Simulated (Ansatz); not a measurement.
# Pb2Cl: the cost of one run

Method: DFT PBE, scalar-relativistic, plane waves, PAW, in Ansatz 0.2.0.

### Step 1. The structure to begin with

Symmetry: Fd-3m, No. 227, cubic system. Conventional cell: a = 8.908 Å, b = 8.908 Å, c = 8.908 Å, α = 90.00°, β = 90.00°, γ = 90.00°. Around Pb (site symmetry -3m) lie 6 Pb at 3.15 Å and 6 Cl at 3.69 Å. Cl (site symmetry -43m) has 12 Pb at 3.69 Å as nearest neighbours.

Coordinates:

```
Pb Cl
1.0
     0.00000    4.45400    4.45400
     4.45400    0.00000    4.45400
     4.45400    4.45400    0.00000
Pb Cl
4 2
Direct
  0.62500 0.62500 0.62500
  0.12500 0.62500 0.62500
  0.62500 0.62500 0.12500
  0.62500 0.12500 0.62500
  0.00000 0.00000 0.00000
  0.25000 0.25000 0.25000
```

(A quick probe on a coarse mesh, which set the mesh and smearing, is not shown.)

### Step 3. Relaxing cell and atoms

The input, input.yaml:

```yaml
crystal:
  lattice:
    - [0.0, 4.4539976421, 4.4539976421]
    - [4.4539976421, 0.0, 4.4539976421]
    - [4.4539976421, 4.4539976421, 0.0]
  atoms:
    - { symbol: Pb, position: [0.625, 0.625, 0.625] }
    - { symbol: Pb, position: [0.125, 0.625, 0.625] }
    - { symbol: Pb, position: [0.625, 0.625, 0.125] }
    - { symbol: Pb, position: [0.625, 0.125, 0.625] }
    - { symbol: Cl, position: [0.0, 0.0, 0.0] }
    - { symbol: Cl, position: [0.25, 0.25, 0.25] }
basis:
  ecutwfc: 420
kpoints:
  mp_grid: { grid: [8, 8, 8] }
hamiltonian:
  xc: pbe
scf:
  occupations: { method: gaussian, width: 0.1 }
output:
  forces: true
  stress: true
  eigenvalues: true
relax:
  adjacent_minimum: "off"
  f_tol: 0.01
  max_steps: 80
  cell: { stress_tol: 0.05 }
```

Command:

```console
$ ansatz run input.yaml --threads 1 --pin off --max-ram 2560MiB --backend cpu --events-out ev --progress --plain --runs-dir out
```

Q: Estimate wall time and peak memory on 1 thread of Intel Xeon 6975P-C (Granite Rapids), shared host.

About 27 s, with a peak of 0.58 GiB.
